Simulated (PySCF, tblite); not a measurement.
**C₆H₅ClO: geometry, infrared bands and NMR shifts**

Wanted: the infrared bands and NMR shifts of C₆H₅ClO (`C=C(Cl)C(=O)C#CC`), by calculation.

Computed with tblite 0.8.0 and PySCF 2.14.0, with density-fitted response routines of our own, on a single molecule in the gas phase. Atoms are numbered from 0 throughout.

### Step 1. The molecule as given

13 atoms, charge 0, multiplicity 1; geometry from: force field or distance geometry start.

Bonds of the start (Å): C0–C1 1.32, C1–Cl2 1.73, C1–C3 1.50, C3–O4 1.22, C3–C5 1.45, C5–C6 1.21, C6–C7 1.47, C0–H8 1.09, C0–H9 1.08, C7–H10 1.09, C7–H11 1.09, C7–H12 1.09.

### Step 2. Relaxing the molecule with GFN2-xTB

The job: settings as JSON, then the geometry in Å.

```
{"job": {"kind": "relax", "xc": "GFN2-xTB", "basis": "xTB"}, "charge": 0, "multiplicity": 1}
C     -3.147900     0.257400    -0.394200
C     -1.904500     0.357700     0.051600
Cl    -1.538400     1.321300     1.445500
C     -0.785800    -0.374500    -0.627500
O     -0.991600    -1.086800    -1.597500
C      0.574300    -0.287100    -0.135200
C      1.711600    -0.207700     0.262300
C      3.095300    -0.117000     0.751700
H     -3.969800     0.782400     0.088400
H     -3.402600    -0.347800    -1.257000
H      3.371300    -1.034700     1.280000
H      3.780700     0.011900    -0.084500
H      3.203100     0.725500     1.441300
```

The run is started by

```bash
$ OMP_NUM_THREADS=1 python probes_run.py task.json out
```

One launch serves the whole session: the jobs run in the order shown.

**Question.** This job is followed by: GFN2-xTB harmonic vibrations, gas phase; GIAO PBE0/pcSseg-1 NMR shielding, non-relativistic, gas phase. Predict these results of the whole session: strongest single infrared mode (GFN2-xTB); zero-point energy (GFN2-xTB); ¹³C shifts against TMS (PBE0/pcSseg-1); ¹H shifts against TMS (PBE0/pcSseg-1, means over atoms taken as alike); ³⁵Cl shifts against HCl (PBE0/pcSseg-1); ¹⁷O shifts against H2O (PBE0/pcSseg-1).

**Answer**, as computed:

| quantity | value |
| --- | --- |
| strongest single infrared mode (GFN2-xTB) | 2343 cm⁻¹, 372 km/mol |
| zero-point energy (GFN2-xTB) | 54.7 kcal/mol |
| ¹³C shifts against TMS (PBE0/pcSseg-1) | 175.6, 150.3, 129.9, 109.7, 85.0, 5.6 ppm |
| ¹H shifts against TMS (PBE0/pcSseg-1, means over atoms taken as alike) | 6.90, 6.11, 2.33 ppm |
| ³⁵Cl shifts against HCl (PBE0/pcSseg-1) | 235 ppm |
| ¹⁷O shifts against H2O (PBE0/pcSseg-1) | 632.7 ppm |

What this shows: Relaxing lowered the energy by 0.109 eV in 38 steps; the close pair that moved most is C6–C7, from 1.470 to 1.438 Å. No mode is imaginary among the 33: a minimum at this level. The strongest single mode, at 2343 cm⁻¹, moves mainly C6 and C5. Unscaled tight-binding wavenumbers are off by several per cent, some by more. Its intensities can rank the bands wrongly. At PBE0/pcSseg-1: The largest span, 1191 ppm, is at O4, where the paramagnetic term is -696 ppm.
